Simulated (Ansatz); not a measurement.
# B2N3O: the cost of one run

Method: DFT PBE, scalar-relativistic, plane waves, PAW, in Ansatz 0.2.0.

## (1) The system as given

It takes space group P-6m2 (No. 187, hexagonal). Conventional cell: a = 3.230 Å, b = 3.230 Å, c = 6.418 Å, α = 90.00°, β = 90.00°, γ = 120.00°. B (site symmetry 3m) is surrounded by 3 O at 2.44 Å and 9 N at 2.44 to 2.48 Å. N (site symmetry -6m2) has 3 N at 1.87 Å as nearest neighbours. N (site symmetry -6m2) has 3 O at 1.87 Å as nearest neighbours. Around O (site symmetry -6m2) lie 3 N at 1.87 Å.

As a file:

```
B N O
1.0
     3.23044    0.00000    0.00000
    -1.61522    2.79765    0.00000
     0.00000    0.00000    6.41777
B N O
2 3 1
Direct
  0.00000 0.00000 0.24507
  0.00000 0.00000 0.75493
  0.33333 0.66667 0.50000
  0.66667 0.33333 0.00000
  0.66667 0.33333 0.50000
  0.33333 0.66667 0.00000
```

The cell is invented: species swapped into a database cell of Eu2Ge3Au (P-6m2, No. 187), with B on the Eu sites, N on the Ge sites and O on the Au sites. Lengths come from tabulated atomic sizes and are only a guess.

## (2) Probe: one point on a coarse mesh

The input, input.yaml:

```yaml
crystal:
  lattice:
    - [3.23044443, 0.0, 0.0]
    - [-1.61522222, 2.79764694, 0.0]
    - [0.0, 0.0, 6.41777323]
  atoms:
    - { symbol: B, position: [0.0, 0.0, 0.24507] }
    - { symbol: B, position: [0.0, 0.0, 0.75493] }
    - { symbol: "N", position: [0.33333333, 0.66666667, 0.5] }
    - { symbol: "N", position: [0.66666667, 0.33333333, 0.0] }
    - { symbol: "N", position: [0.66666667, 0.33333333, 0.5] }
    - { symbol: O, position: [0.33333333, 0.66666667, 0.0] }
basis:
  ecutwfc: 420
kpoints:
  mp_grid: { grid: [6, 6, 4] }
hamiltonian:
  xc: pbe
scf:
  occupations: { method: gaussian, width: 0.1 }
  lower_state_search: "off"
output:
  forces: true
  stress: true
  eigenvalues: true
```

Started as:

```console
$ ansatz run input.yaml --threads 1 --pin off --max-ram 2560MiB --backend cpu --events-out ev --progress --plain --runs-dir out
```

**Question.** How long does this run take on 1 thread of Intel Xeon at 2.70GHz, shared host, and how much memory does it need?

About 3.2 s, with a peak of 0.34 GiB.
